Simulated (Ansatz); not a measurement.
# C₈H₁₃ClFHfNO: basis-set convergence

The task here is to estimate one member of a computed series from the others.

Program: Ansatz 0.2.0, Gaussian basis. Level of theory: one geometry, several basis sets. These are calculated values, not measurements.

The runs, in order: PBE0-D4/def2-SVP; ωB97M-V/def2-SVP; PBE0-D4/def2-QZVPP; ωB97M-V/def2-QZVPP; the functionals' def2-TZVPP values are taken from earlier runs.

## The geometry

An earlier PBE0-D4 in a triple-zeta def2 set relaxation fixed the geometry. Hf takes the def2 core potential; no spin-orbit term is included.

SMILES `C[O][Hf]1234([Cl])([N](C)C)[C@@H]5[C@H]1[C@H]2[C@@]3(F)[C@@H]54`, 26 atoms, charge 0, spin multiplicity 1.

Atoms are counted from 1 here; the program's logs count them from 0.

Bond lengths: C1–O2 1.385 Å, C1–H14 1.095 Å, C1–H15 1.097 Å, C1–H16 1.096 Å, O2–Hf3 1.918 Å, Hf3–Cl4 2.394 Å, Hf3–N5 2.032 Å, Hf3–C8 2.492 Å, Hf3–C9 2.478 Å, Hf3–C10 2.524 Å, Hf3–C11 2.595 Å, Hf3–C13 2.562 Å, N5–C6 1.435 Å, N5–C7 1.450 Å, C6–H17 1.090 Å, C6–H18 1.100 Å, C6–H19 1.101 Å, C7–H20 1.100 Å and more. Angles: O2–C1–H14 110.4°, O2–C1–H15 111.1°, O2–C1–H16 110.8°, H14–C1–H15 108.1°, H14–C1–H16 108.2°, H15–C1–H16 108.1°, C1–O2–Hf3 169.5°, O2–Hf3–Cl4 105.0°, O2–Hf3–N5 105.4°, O2–Hf3–C8 112.6°, O2–Hf3–C9 90.2°, O2–Hf3–C10 101.4°, O2–Hf3–C11 133.1°, O2–Hf3–C13 143.5°, Cl4–Hf3–N5 105.3°, Cl4–Hf3–C8 135.6°, Cl4–Hf3–C9 129.4°, Cl4–Hf3–C10 96.5° and more.

The first run:

in.yaml reads:

```yaml
crystal:
  periodic: [false, false, false]
  atoms:
    - {symbol: C, position_ang: [-1.680668, 1.038974, -2.738624]}
    - {symbol: O, position_ang: [-1.253268, 0.357399, -1.611753]}
    - {symbol: Hf, position_ang: [-0.345369, -0.580279, -0.205749]}
    - {symbol: Cl, position_ang: [-1.720101, -2.485364, 0.256241]}
    - {symbol: N, position_ang: [-0.512661, 0.610876, 1.431894]}
    - {symbol: C, position_ang: [0.308636, 1.138591, 2.483947]}
    - {symbol: C, position_ang: [-1.893025, 1.029326, 1.581894]}
    - {symbol: C, position_ang: [2.097916, -0.092583, -0.151205]}
    - {symbol: C, position_ang: [1.778309, -0.444085, -1.475576]}
    - {symbol: C, position_ang: [1.432331, -1.819273, -1.500332]}
    - {symbol: C, position_ang: [1.599250, -2.298290, -0.189133]}
    - {symbol: F, position_ang: [1.427076, -3.555481, 0.184926]}
    - {symbol: C, position_ang: [1.969954, -1.249810, 0.662610]}
    - {symbol: H, position_ang: [-2.545069, 0.535690, -3.185350]}
    - {symbol: H, position_ang: [-0.887435, 1.088657, -3.494883]}
    - {symbol: H, position_ang: [-1.974166, 2.063957, -2.484633]}
    - {symbol: H, position_ang: [1.349136, 0.836329, 2.364095]}
    - {symbol: H, position_ang: [-0.027998, 0.789746, 3.471322]}
    - {symbol: H, position_ang: [0.279334, 2.238674, 2.505645]}
    - {symbol: H, position_ang: [-1.991858, 2.124116, 1.552896]}
    - {symbol: H, position_ang: [-2.321297, 0.671162, 2.528184]}
    - {symbol: H, position_ang: [-2.525801, 0.628093, 0.780023]}
    - {symbol: H, position_ang: [2.390427, 0.888452, 0.191172]}
    - {symbol: H, position_ang: [1.771590, 0.220214, -2.326700]}
    - {symbol: H, position_ang: [1.128815, -2.405008, -2.354958]}
    - {symbol: H, position_ang: [2.145971, -1.330084, 1.724079]}
basis:
  gaussian: {orbitals: def2-SVP}
hamiltonian: {xc: pbe0, dispersion: d4}
output: {orbitals: {seedname: orbitals}}
```

Among the steps run: PBE0-D4 in def2-SVP; ωB97M-V in def2-SVP; PBE0-D4 in def2-QZVPP; ωB97M-V in def2-QZVPP.

One of the session's tables, all rows but one given; the rest of the session is left out.

It belongs to the step «Functionals by basis». 

| functional | basis | HOMO (eV) | LUMO (eV) |
| --- | --- | --- | --- |
| PBE0-D4 | def2-SVP | -6.30 | -0.40 |
| PBE0-D4 | def2-TZVPP | -6.33 | -0.45 |
| PBE0-D4 | def2-QZVPP | -6.36 | -0.49 |
| ωB97M-V | def2-SVP | ? | ? |
| ωB97M-V | def2-TZVPP | -8.57 | 1.40 |
| ωB97M-V | def2-QZVPP | -8.59 | 0.92 |

Q: Estimate the row for ωB97M-V, def2-SVP from the others.

As computed: HOMO (eV): -8.53; LUMO (eV): 1.60. In the column «HOMO (eV)» it lies between ωB97M-V, def2-TZVPP (-8.57) and PBE0-D4, def2-QZVPP (-6.36).
